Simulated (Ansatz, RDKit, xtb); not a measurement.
**Isomers of C5H9NO, a sample narrowed down**

Which of a sample of isomers of C5H9NO is the most stable in the gas at 298.15 K, and what are its properties? The sample is small against all isomers, and the most stable one of this formula need not be in it.

Plan: many cheap relaxations first (GFN2-xTB), then density-functional screening, relaxation at r2SCAN-D4/def2-SVP, vibrations (at GFN2-xTB) and a final energy. The numbers are computed, not measured.

## 1. Possible bonding patterns

Isomers were taken from a list of plausible structures; this is a sample, not all of them. That gives 3 candidates.

| label | SMILES | spin |
| --- | --- | --- |
| c153 | C=C(C)/C(O)=C/N | singlet |
| c630 | C=C(C)[C@@H](O)C=N | singlet |
| c772 | C=C(C)/C(O)=C\N | singlet |

Candidates are built by distance geometry, with a force field where one applies, in up to four conformers (letters a to d).

**Question.** With final energies at CCSD(T)/def2-SVP + MP2/def2-TZVPP - MP2/def2-SVP, which structure will this search put lowest in free energy, and by what margin?

| quantity | value |
| --- | --- |
| lowest structure found | C=C(C)/C(O)=C/N, singlet |
| next finalist | C=C(C)[C@@H](O)C=N, singlet, 1.7 kcal/mol higher in G |
| share at equilibrium, among the finalists | 94.9 % |

`C=C(C)/C(O)=C/N` comes out lowest. The margin, 1.7 kcal/mol, is modest. GFN2-xTB, r2SCAN-D4/def2-SVP, r2SCAN-D4/def2-SVP, relaxed, HF/def2-SVP and MP2/def2-SVP already put its bonding pattern lowest among the structures in one piece; HF/STO-3G favours the singlet C=C(C)[C@@H](O)C=N. It still has an imaginary mode, so it is no strict minimum; a nearby shape lies a little lower. 2 minima inside the window were never screened. Lowest found is not proven lowest: the search is finite, and each finalist counts with one conformer. Only 3 drawn patterns were tried, so whole families of isomers are missing, and the result ranks this sample alone. The lowest isomer need not be the one that is made and kept in a bottle, which depends on barriers.
